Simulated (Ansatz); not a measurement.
The system is NbTe.

```
Te Nb
1.0
     3.70297    0.00000    0.00000
    -1.85149    3.20687    0.00000
     0.00000    0.00000    3.69421
Te Nb
1 1
Direct
  0.66667 0.33333 0.00000
  0.00000 0.00000 0.50000
```

The cell comes from a database or a generator and needn't be the stable form of this composition.

A run of Ansatz 0.2.0 on this cell left the log below. Logs are shortened: lines on timing, memory, paths and dates and some standing lists are left out, and cuts for length are marked.

```text
Warning: RAYON_NUM_THREADS=2 ignored (pool sized by the plan → 2); use --threads N
scf.n_extra_bands = 6 over 15 filled bands (N_el = 29.0): the run solves 21 bands
Engine: ansatz 0.2.0, x86_64-unknown-linux-gnu
Pseudopotentials: kind: paw
Pseudopotential: Te, paw, valence charge 16, recommended cutoff 420 eV (normal), Te.paw.azcp
Pseudopotential: Nb, paw, valence charge 13, recommended cutoff 420 eV (normal), Nb.paw.azcp
Functional definition: revPBE
  parameter kappa = 1.245
  parameter beta = 0.06672455060314922
  exchange = pbe_x(kappa = kappa, mu = beta*pi^2/3)
  correlation = pbe_c(beta = beta)
Crystal: 2 atoms, lattice volume = 43.869 Å³
Basis set: ecut = 420 eV, 865 PW (Γ), exchange–correlation on 50×50×50 points (8 copies of the dense FFT grid, shifted against one another)
Bands: 21, of which v1, the nominal top of the filled ones, is band 15 counted from 1 (14 counted from 0)
Symmetry: 12 space group operations
Space group: P-6m2 (ITA 187), of the structure as read, at distance tolerance 3.5e-5 Å
k-points: 40 of 448 (time reversal used)
Non-local potential: Te, projectors of the file, l = 0: 2, l = 1: 2, l = 2: 2, l = 3: 2
Non-local potential: Nb, projectors of the file, l = 0: 3, l = 1: 2, l = 2: 2, l = 3: 1
PAW form: soft (Blöchl's): semilocal exchange-correlation on the pseudo side does not see the compensation charge
PAW frozen core: Te, regenerated for the run's functional, and the local potential with it (the file was generated under x = pbe(κ = 0.804, μ = 0.2195149727645171), c = pbe(β = 0.06672455060314922))
PAW frozen core: Nb, regenerated for the run's functional, and the local potential with it (the file was generated under x = pbe(κ = 0.804, μ = 0.2195149727645171), c = pbe(β = 0.06672455060314922))
PAW one-centre angular grid: Te, 590 points (default); XC on 64 Gauss nodes
PAW one-centre angular grid: Nb, 590 points (default); XC on 64 Gauss nodes
Initial density: superposition of atomic densities (neutral atoms: chi_scale 0, normalization atom), corrected by the library's trained network
Initial wavefunctions: pseudopotential atomic-orbital guess
Functional: x = revpbe(κ = 1.245, μ = 0.2195149727645171), c = pbe(β = 0.06672455060314922)
SCF iter   1: F=—  HF=-11543.686290 eV  |F-HF|=—  |Δ(HF+E_count)|=         —  Δρ=7.96e-3  dr2=1.85e-2  ethr=1.77e-3  ⟨swp⟩=6.0  Hψ=4406  notcnv=0  defer=1
preconditioner: auto → none  [metal: Δε(μ)=0.063 eV  Ē_g=9.045 eV  σ=0.050 eV  W_gap=0.29  n_scr=8 (ndim 8)  ℏωp=18.6 eV  f_vac=0.000  D(μ)=1.33/eV (n_scr^D=8)  sad-step TF]
SCF iter   2: F=—  HF=-11543.686492 eV  |F-HF|=—  |Δ(HF+E_count)|=   2.02e-4  Δρ=4.92e-3  dr2=8.72e-3  ethr=6.39e-5  ⟨swp⟩=1.4  Hψ=1178  notcnv=0  defer=1
SCF iter   3: F=—  HF=-11543.686134 eV  |F-HF|=—  |Δ(HF+E_count)|=   3.58e-4  Δρ=6.33e-4  dr2=1.21e-4  ethr=3.01e-5  ⟨swp⟩=2.1  Hψ=1111  notcnv=0  defer=1
SCF iter   4: F=—  HF=-11543.686079 eV  |F-HF|=—  |Δ(HF+E_count)|=   5.49e-5  Δρ=2.08e-4  dr2=1.34e-5  ethr=4.19e-7  ⟨swp⟩=2.0  Hψ=1354  notcnv=0  defer=1
SCF iter   5: F=—  HF=-11543.686050 eV  |F-HF|=—  |Δ(HF+E_count)|=   2.86e-5  Δρ=5.31e-5  dr2=9.89e-7  ethr=4.63e-8  ⟨swp⟩=2.2  Hψ=979  notcnv=0  defer=1
SCF iter   6: F=-11543.686051 eV  HF=-11543.686051 eV  |F-HF|=4.27e-8  |Δ(HF+E_count)|=   5.19e-8  Δρ=1.31e-5  dr2=4.35e-8  ethr=3.45e-10  ⟨swp⟩=12.7  Hψ=6010  notcnv=0
SCF 1 converged in 6 iterations: F = -11543.686051 eV  dr2 = 4.35e-8
  greatest PAW one-centre occupation: 0.998 electrons in one spin orbital (limit 2), on the Nb atom at site 1 (counted from 0), in its partial waves of l = 0
NSCF: frozen V_eff on 129 k-points
SCF converged after 6 iterations
Free energy (F): -11543.686051 eV
Harris-Foulkes:  -11543.686051 eV  (|F-HF|=4.27e-8)
Internal energy: -11543.674635 eV  (E = F + TS)
E sigma→0 (E₀):  -11543.680343 eV
Entropy (-TS):   -0.011415 eV (-5.708 meV/atom)
Fermi energy:    15.958791 eV
--- Per-component energies (eV) ---
  E_band       = -277.912026
  E_kinetic    = 575.452783
  E_local      = -1729.680485  (includes V_loc(G=0)·N_el)
  E_nonlocal   = -189.638464
  E_hartree    = 935.819740
  E_xc         = -299.950341
  E_vxc        = -317.130417  (∫ρ·V_xc dr)
  E_paw        = -7748.481527  (= ΣΔE_a)
  E_vpaw       = -488.566010  (= ΣTr[D̂ρ^β])
  E_aug_tail   = -0.000171  (compensation charges beyond the density's cutoff)
  E_ewald      = -3087.106456
  E_core_change = -0.089713  (= ΣΔE_core)
  E_smearing   = -0.011415  (= −TS)
  E_closure    = -0.000000  (closes the sum)
  Σ components = -11543.686051   (vs F -11543.686051, Δ=0.00e0)
--- Forces (eV/Å), atoms counted from 1 ---
  atom   1  Te    -0.00000000     0.00000000     0.00000000
  atom   2  Nb     0.00000000     0.00000000     0.00000000
  max |Σ_I F_I| component: 8.33e-17 eV/Å
--- Stress (GPa, compression-positive) ---
        0.580607       0.000000       0.000000
       -0.000000       0.580607       0.000000
        0.000000       0.000000       1.512678
  P = ⅓ Tr σ = 0.8913 GPa (8.913 kbar)
--- Band table (eV; the first three rows and the last of 40) ---
  k-point 0: bands = ["-39.6399", "-22.1810", "-22.1810", "-22.1703", "-22.1703", "-22.1701", "-15.8390", "-15.6466", "-15.6466", "1.7107", "12.7994", "12.7994", "12.9630", "13.6032", "16.0820", "16.0820", "18.3943", "18.3943", "18.8348", "21.9176", "23.0555"]
  k-point 1: bands = ["-39.6390", "-22.1807", "-22.1807", "-22.1714", "-22.1714", "-22.1677", "-15.8603", "-15.6445", "-15.6445", "1.9112", "11.6134", "12.9151", "12.9151", "14.4189", "15.6454", "15.6454", "18.6386", "18.6386", "19.3680", "22.8255", "23.0658"]
  k-point 2: bands = ["-39.6368", "-22.1799", "-22.1799", "-22.1740", "-22.1740", "-22.1624", "-15.9079", "-15.6397", "-15.6397", "2.4313", "9.8329", "13.1696", "13.1696", "15.0931", "15.0931", "15.4527", "18.3669", "18.3669", "20.2125", "24.0110", "24.0110"]
  k-point 39: bands = ["-39.6264", "-22.1830", "-22.1778", "-22.1735", "-22.1702", "-22.1514", "-15.8994", "-15.7406", "-15.6950", "3.8339", "9.7786", "10.2505", "11.3912", "14.7550", "17.0880", "17.5918", "18.1553", "18.4614", "19.3406", "20.4285", "23.6103"]
```

Write the input and the command behind it.

Band structure with revPBE, no spin polarisation. The files as run (others can give the same):

input.yaml
```yaml
crystal:
  lattice:
    - [3.7029743866, 0.0, 0.0]
    - [-1.8514871933, 3.2068698884, 0.0]
    - [0.0, 0.0, 3.694211]
  atoms:
    - { symbol: Te, position: [0.6666666667, 0.3333333333, 0.0] }
    - { symbol: Nb, position: [0.0, 0.0, 0.5] }
hamiltonian:
  xc: revpbe
  pseudopotentials: { kind: paw }
kpoints:
  mp_grid: { grid: [8, 8, 7] }
  band_path:
    path:
      - [[0.0, 0.0, 0.0], [0.5, 0.0, 0.0], [0.3333333333, 0.3333333333, 0.0], [0.0, 0.0, 0.0], [0.0, 0.0, 0.5], [0.5, 0.0, 0.5], [0.3333333333, 0.3333333333, 0.5], [0.0, 0.0, 0.5]]
      - [[0.5, 0.0, 0.5], [0.5, 0.0, 0.0]]
      - [[0.3333333333, 0.3333333333, 0.0], [0.3333333333, 0.3333333333, 0.5]]
    npoints: 14
scf:
  occupations: { method: fermi_dirac, width: 0.05 }
  n_extra_bands: 6
output:
  forces: true
  stress: true
  eigenvalues: true
  fatbands: false
  write_density: true
  write_potential: true
  elf: true
  volumetric_format: npy
```

Potentials or basis: Ansatz PAW.
Launch:
```bash
$ ansatz run input.yaml --threads 2 --pin off --max-ram 5632MiB --backend cpu --events-out ev --progress --plain --runs-dir out
```

Caveat: spin-orbit coupling is left out, which moves the levels of the heavy elements; the PAW data sets come from PBE, with cores solved anew for the run's functional, which leaves a small shift of forces and pressure.
